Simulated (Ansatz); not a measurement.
# Rb3Mg under changes of volume

One of the cells (64.445 Å³/atom); the others are scaled copies at fixed shape and fractional positions:

```
CELL_PARAMETERS angstrom
-3.22727 3.22727 6.18757
3.22727 -3.22727 6.18757
3.22727 3.22727 -6.18757
ATOMIC_POSITIONS crystal
Rb 0.25000 0.75000 0.50000
Rb 0.75000 0.25000 0.50000
Rb 0.50000 0.50000 0.00000
Mg 0.00000 0.00000 0.00000
```

The cell comes from a database or a generator and needn't be the stable form of this composition.

| Property | Result |
| --- | --- |
| Program | Ansatz 0.2.0 |
| Functional | PBE |
| Potentials or basis | Ansatz PAW |
| Cutoff | 420 eV (not typed: the program's choice for these potentials) |
| k mesh | 6 × 6 × 6 |
| Occupations | fermi-dirac, width 0.05 eV |
| Spin | no spin polarisation |

```tsv
volume (Å³/atom)	energy over the lowest point (meV/atom)	pressure (GPa)
60.578	4.18	0.3
61.867	1.98	0.2
63.156	?	?
64.445	0.00	0.0
65.734	0.07	0.0
67.023	0.74	-0.1
68.312	1.98	-0.2
```

**Question.** What does the run at 63.156 Å³/atom give?

**Answer.** Energy over the lowest point 0.61 meV/atom; pressure 0.1 GPa.

Worked out: A Birch-Murnaghan fit of order 3 (a polynomial in V^(-2/3)) to the other rows has its minimum at 64.96 Å³/atom with B0 = V·E''(V) = 4.1 GPa and B' = 4.1 at fixed shape and positions, which overstates the stiffness. It gives 0.61 meV/atom at 63.156 Å³/atom, against the run's 0.61, and -dE/dV = 0.1 GPa, against 0.1.

Energies are extrapolated to zero smearing.
